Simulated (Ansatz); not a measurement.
**FGeH4N: one species, many methods**

How much do the methods differ for FGeH4N? The plan is to run it at one geometry with functionals of several rungs and with coupled cluster, and see how far each lands from CCSD(T) at the basis-set limit for the atomisation energy.

Method: functionals in def2-TZVPP, the program's frozen cores in correlated methods; program: Ansatz 0.2.0, Gaussian basis.

Plan: LDA (SPW92), PBE-D4, revPBE-D4, BLYP-D4, r2SCAN-D4, B97M-V, PBE0-D4, B3LYP-D4, r2SCANh-D4, r2SCAN0-D4, HSE06-D4, BHLYP-D4, CAM-B3LYP-D4, LC-ωPBE, ωB97X-V, ωB97M-V, B2PLYP, PBE-QIDH; CCSD(T)/def2-SVP; CCSD(T)/def2-TZVPP; CCSD(T)/def2-QZVPP; extrapolation to the limit; RPA on PBE.

## 1. The relaxed structure

All runs share one geometry, relaxed beforehand with PBE0-D4 in a triple-zeta def2 set.

7 atoms, charge 0, spin multiplicity 1.

Atoms are counted from 1 here; the program's logs count them from 0.

Bond lengths: N1–Ge2 1.811 Å, N1–H4 1.009 Å, N1–H5 1.009 Å, Ge2–F3 1.752 Å, Ge2–H6 1.530 Å, Ge2–H7 1.530 Å. Angles: Ge2–N1–H4 116.2°, Ge2–N1–H5 116.2°, H4–N1–H5 109.8°, N1–Ge2–F3 111.5°, N1–Ge2–H6 109.3°, N1–Ge2–H7 109.3°, F3–Ge2–H6 105.1°, F3–Ge2–H7 105.1°, H6–Ge2–H7 116.3°.

## 2. LDA

This LDA is Slater exchange with PW92 correlation.

The input, in.yaml:

```yaml
crystal:
  periodic: [false, false, false]
  atoms:
    - {symbol: N, position_ang: [-0.798038, 0.431657, -0.705552]}
    - {symbol: Ge, position_ang: [0.574495, -0.034407, 0.380825]}
    - {symbol: F, position_ang: [0.446931, -1.702920, 0.898093]}
    - {symbol: H, position_ang: [-0.836437, -0.034573, -1.599924]}
    - {symbol: H, position_ang: [-1.715708, 0.440195, -0.285370]}
    - {symbol: H, position_ang: [0.502621, 0.789869, 1.668294]}
    - {symbol: H, position_ang: [1.887336, 0.042178, -0.401965]}
basis:
  gaussian: {orbitals: def2-TZVPP}
hamiltonian: {xc: lda}
output: {orbitals: {seedname: orbitals}}
```

Command:

```bash
ansatz run in.yaml --threads 2 --pin off --events-out ev --progress --plain --max-ram 22528MiB --backend cpu
```

After this run come: PBE-D4 (GGA); revPBE-D4 (GGA); BLYP-D4 (GGA); r2SCAN-D4 (meta-GGA); B97M-V (meta-GGA); PBE0-D4 (hybrid); B3LYP-D4 (hybrid); r2SCANh-D4 (hybrid); r2SCAN0-D4 (hybrid); HSE06-D4 (hybrid); BHLYP-D4 (hybrid); CAM-B3LYP-D4 (range-separated); LC-ωPBE (range-separated); ωB97X-V (range-separated); ωB97M-V (range-separated); B2PLYP (double hybrid); PBE-QIDH (double hybrid); CCSD(T) in def2-SVP; CCSD(T) in def2-TZVPP; CCSD(T) in def2-QZVPP; RPA on PBE orbitals.

**Question.** What will the summary of the whole plan be? Wanted: atomisation energy, CCSD(T)/CBS; farthest beyond LDA; mean size of error, GGA; mean size of error, meta-GGA; mean size of error, hybrid; mean size of error, range-separated; mean size of error, double hybrid; gap, smallest and largest; T1 diagnostic.

**Answer**, as computed:

| quantity | value |
| --- | --- |
| atomisation energy, CCSD(T)/CBS | 22.906 eV |
| functionals within 0.229 eV (1.0 %) | PBE-D4, BLYP-D4, B97M-V, B3LYP-D4, CAM-B3LYP-D4, ωB97X-V, ωB97M-V |
| farthest beyond LDA | BHLYP-D4 (-0.963 eV) |
| mean size of error, GGA | 0.267 eV |
| mean size of error, meta-GGA | 0.141 eV |
| mean size of error, hybrid | 0.548 eV |
| mean size of error, range-separated | 0.127 eV |
| mean size of error, double hybrid | 0.441 eV |
| gap, smallest and largest | 6.08 eV (BLYP-D4), 13.61 eV (LC-ωPBE) |
| T1 diagnostic | 0.0114 |
| triples share of the correlation energy | 3.2 % |

The LDA atomisation energy is off by 3.227 eV (14 %): it overbinds. PBE-D4 misses by +0.043 eV. Double hybrids carry the basis error of their MP2 part in triple zeta, and no dispersion term here, so their miss is partly the set-up's. The rungs range-separated, meta-GGA miss on average by less than the doubt on the reference (0.229 eV), so they tie. The reference freezes the cores and leaves out relativity and excitations past (T), and its outer-core shells are covered unevenly, so misses under about 0.229 eV can't be ranked. Hartree-Fock recovers 68 % of the binding; the rest is correlation. CCSD(T) in def2-SVP is off by -1.863 eV, worse than the median functional, from the basis alone. Orbital gaps span 6.1 to 13.6 eV; exact exchange widens them. Correlated methods include outer-core shells of Ge, which these sets cover unevenly.
